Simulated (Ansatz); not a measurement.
# Ti2TeAs2: the cost of one run

Program: Ansatz 0.2.0. Level of theory: DFT PBE, scalar-relativistic, plane waves, PAW. These are calculated values, not measurements.

## Step 1: The starting structure

Symmetry: P4/mmm, No. 123, tetragonal system. The conventional cell has a = 4.474 Å, b = 4.474 Å, c = 6.069 Å, α = 90.00°, β = 90.00°, γ = 90.00°. Around Ti (site symmetry mmm) lie 4 As at 2.74 Å and 4 Ti at 3.16 Å and 4 Te at 3.77 Å. Te (site symmetry 4/mmm) is surrounded by 8 As at 3.48 Å and 8 Ti at 3.77 Å. As (site symmetry 4mm) is surrounded by 4 Ti at 2.74 Å and 1 As at 2.91 Å.

Coordinates:

```
CELL_PARAMETERS angstrom
4.47374 0.00000 0.00000
0.00000 4.47374 0.00000
0.00000 0.00000 6.06850
ATOMIC_POSITIONS crystal
Ti 0.00000 0.50000 0.50000
Ti 0.50000 0.00000 0.50000
Te 0.00000 0.00000 0.00000
As 0.50000 0.50000 0.24000
As 0.50000 0.50000 0.76000
```

Recipe of the guess: species swapped into a database cell of CeMg2Si2 (P4/mmm, No. 123), with Te on the Ce sites, Ti on the Mg sites and As on the Si sites. The dimensions are guesses.

## Step 2: The guess as it stands, on a coarse mesh

input.yaml

```yaml
crystal:
  lattice:
    - [4.47374357, 0.0, 0.0]
    - [0.0, 4.47374357, 0.0]
    - [0.0, 0.0, 6.06850144]
  atoms:
    - { symbol: Ti, position: [0.0, 0.5, 0.5] }
    - { symbol: Ti, position: [0.5, 0.0, 0.5] }
    - { symbol: Te, position: [0.0, 0.0, 0.0] }
    - { symbol: As, position: [0.5, 0.5, 0.23999999] }
    - { symbol: As, position: [0.5, 0.5, 0.76000001] }
basis:
  ecutwfc: 420
kpoints:
  mp_grid: { grid: [4, 4, 4] }
hamiltonian:
  xc: pbe
scf:
  occupations: { method: gaussian, width: 0.1 }
  lower_state_search: "off"
output:
  forces: true
  stress: true
  eigenvalues: true
```

Command:

```bash
ansatz run input.yaml --threads 1 --pin off --max-ram 2560MiB --backend cpu --events-out ev --progress --plain --runs-dir out
```

Q: Estimate wall time and peak memory on 1 thread of Arm Neoverse V1, shared host.

About 5.9 s, with a peak of 0.41 GiB.
